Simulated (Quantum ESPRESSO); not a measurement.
## Fe2Ge under changes of volume

One of the cells (13.144 Å³/atom); the others are scaled copies at fixed shape and fractional positions:

```
Ge Fe
1.0
     4.16363    0.00000    0.00000
    -2.08182    3.60581    0.00000
     0.00000    0.00000    2.62647
Ge Fe
1 2
Direct
  0.00000 0.00000 0.00000
  0.33333 0.66667 0.50000
  0.66667 0.33333 0.50000
```

The cell comes from a database or a generator and needn't be the stable form of this composition.

| Quantity | Value |
| --- | --- |
| Program | Quantum ESPRESSO 7.5 |
| Functional | PBEsol |
| Potentials or basis | GBRV 1.5 PBEsol |
| Cutoff | 762 eV |
| Density cutoff | 6095 eV |
| k mesh | 7 × 7 × 10 |
| Occupations | fermi-dirac, width 0.05 eV |
| Spin | collinear spin, ferromagnetic start |
| Starting moments | [0.0, 3.0, 3.0] μB |

| volume (Å³/atom) | energy over the lowest point (meV/atom) | pressure (GPa) | moment (μB per cell) |
| --- | --- | --- | --- |
| 12.355 | ? | ? | ? |
| 12.618 | 0.00 | -1.5 | 4.93 |
| 12.881 | 4.41 | -4.1 | 5.04 |
| 13.144 | 12.88 | -6.5 | 5.14 |
| 13.407 | 24.94 | -8.6 | 5.22 |
| 13.670 | 40.42 | -10.5 | 5.28 |
| 13.933 | 59.12 | -12.3 | 5.32 |

Problem. What does the run at 12.355 Å³/atom give?

Solution. Energy over the lowest point 0.03 meV/atom; pressure 1.0 GPa; moment 4.76 μB per cell.

Worked out: A Birch-Murnaghan fit of order 3 (a polynomial in V^(-2/3)) to the other rows has its minimum at 12.47 Å³/atom, just outside them, with B0 = V·E''(V) = 128 GPa (rough, since the energies scatter) at fixed shape and positions, which overstates the stiffness. It gives -0.20 meV/atom at 12.355 Å³/atom, against the run's 0.03, and -dE/dV = 1.2 GPa, against 1.0. A parabola through the other rows of the moment, of slope 0.541 μB per Å³/atom there, extrapolates to 4.80 μB, against the run's 4.76.

Energies are extrapolated to zero smearing.
